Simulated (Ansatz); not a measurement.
**C₃H₁₀BN: small, medium and large basis sets**

Aim: see how fast density functionals and correlated methods converge with the basis set for C₃H₁₀BN.

Computed with Ansatz 0.2.0, Gaussian basis. Level: one geometry, several basis sets.

Levels to be run: PBE0-D4/def2-SVP; ωB97M-V/def2-SVP; PBE0-D4/def2-QZVPP; ωB97M-V/def2-QZVPP; CCSD(T)/cc-pV(D+d)Z; CCSD(T)/cc-pV(T+d)Z; MP2/cc-pV(Q+d)Z; the functionals' def2-TZVPP values are taken from earlier runs.

## 1. Structure used throughout

All runs share one geometry, relaxed beforehand with PBE0-D4 in a triple-zeta def2 set.

15 atoms, charge 0, spin multiplicity 1.

Atoms are counted from 1 here; the program's logs count them from 0.

Bond lengths: C1–B2 1.570 Å, C1–H6 1.096 Å, C1–H7 1.096 Å, C1–H8 1.092 Å, B2–N3 1.395 Å, B2–H9 1.204 Å, N3–C4 1.445 Å, N3–C5 1.443 Å, C4–H10 1.088 Å, C4–H11 1.097 Å, C4–H12 1.097 Å, C5–H13 1.087 Å, C5–H14 1.097 Å, C5–H15 1.097 Å. Angles: B2–C1–H6 109.5°, B2–C1–H7 109.5°, B2–C1–H8 116.7°, H6–C1–H7 105.2°, H6–C1–H8 107.7°, H7–C1–H8 107.7°, C1–B2–N3 125.7°, C1–B2–H9 118.8°, N3–B2–H9 115.6°, B2–N3–C4 122.2°, B2–N3–C5 125.5°, C4–N3–C5 112.2°, N3–C4–H10 109.8°, N3–C4–H11 111.0°, N3–C4–H12 111.0°, H10–C4–H11 108.8°, H10–C4–H12 108.8°, H11–C4–H12 107.5° and more.

## 2. PBE0-D4 in def2-SVP

in.yaml reads:

```yaml
crystal:
  periodic: [false, false, false]
  atoms:
    - {symbol: C, position_ang: [-1.962712, 0.400356, -0.812386]}
    - {symbol: B, position_ang: [-0.685392, -0.497951, -0.651723]}
    - {symbol: N, position_ang: [0.432197, -0.191258, 0.124389]}
    - {symbol: C, position_ang: [1.571255, -1.075373, 0.218469]}
    - {symbol: C, position_ang: [0.603220, 1.005570, 0.913012]}
    - {symbol: H, position_ang: [-2.121290, 0.623332, -1.873577]}
    - {symbol: H, position_ang: [-2.848639, -0.165020, -0.501596]}
    - {symbol: H, position_ang: [-1.967543, 1.347983, -0.270322]}
    - {symbol: H, position_ang: [-0.639170, -1.548829, -1.236957]}
    - {symbol: H, position_ang: [1.401439, -1.962750, -0.388587]}
    - {symbol: H, position_ang: [1.742823, -1.385456, 1.256511]}
    - {symbol: H, position_ang: [2.484076, -0.577906, -0.131379]}
    - {symbol: H, position_ang: [-0.265443, 1.653852, 0.826963]}
    - {symbol: H, position_ang: [0.746296, 0.757243, 1.971511]}
    - {symbol: H, position_ang: [1.487083, 1.565506, 0.584672]}
basis:
  gaussian: {orbitals: def2-SVP}
hamiltonian: {xc: pbe0, dispersion: d4}
output: {orbitals: {seedname: orbitals}}
```

Command:

```console
$ ansatz run in.yaml --threads 2 --pin off --events-out ev --progress --plain --max-ram 32768MiB --backend cpu
```

After this run come: ωB97M-V in def2-SVP; PBE0-D4 in def2-QZVPP; ωB97M-V in def2-QZVPP; CCSD(T) in cc-pV(D+d)Z; CCSD(T) in cc-pV(T+d)Z; MP2 in cc-pV(Q+d)Z.

Before running them: what should the planned runs give, taken together? Wanted: MP2 correlation recovered, cc-pV(D+d)Z; MP2 correlation recovered, cc-pV(T+d)Z; MP2 correlation recovered, cc-pV(Q+d)Z; CCSD(T) limit from def2 sets; PBE0-D4: double and triple zeta above quadruple; ωB97M-V: double and triple zeta above quadruple.

The runs gave:

| quantity | value |
| --- | --- |
| MP2 correlation recovered, cc-pV(D+d)Z | 73.6 % |
| MP2 correlation recovered, cc-pV(T+d)Z | 90.3 % |
| MP2 correlation recovered, cc-pV(Q+d)Z | 96.0 % |
| CCSD(T) limit from def2 sets (earlier runs) less the limit of this series | -1 meV |
| PBE0-D4: double and triple zeta above quadruple | 6.24, 0.32 eV |
| ωB97M-V: double and triple zeta above quadruple | 6.60, 0.31 eV |

What this shows: PBE0-D4 gains 5.92 eV from double to triple zeta, then 0.32 eV more. In cc-pV(D+d)Z MP2 holds 74 % of its limit, in cc-pV(Q+d)Z 96 %, while Hartree-Fock is within 0.108 eV in the largest set. A limit from the def2 sets, made apart, differs by 1 meV, a least measure of the doubt on such a limit. These are total energies; as a rule much of such shifts cancels in differences, which this series doesn't test. The LUMO of ωB97M-V is positive and keeps falling with the basis (2.97 to 1.71 eV): an unbound level that the basis holds in place.
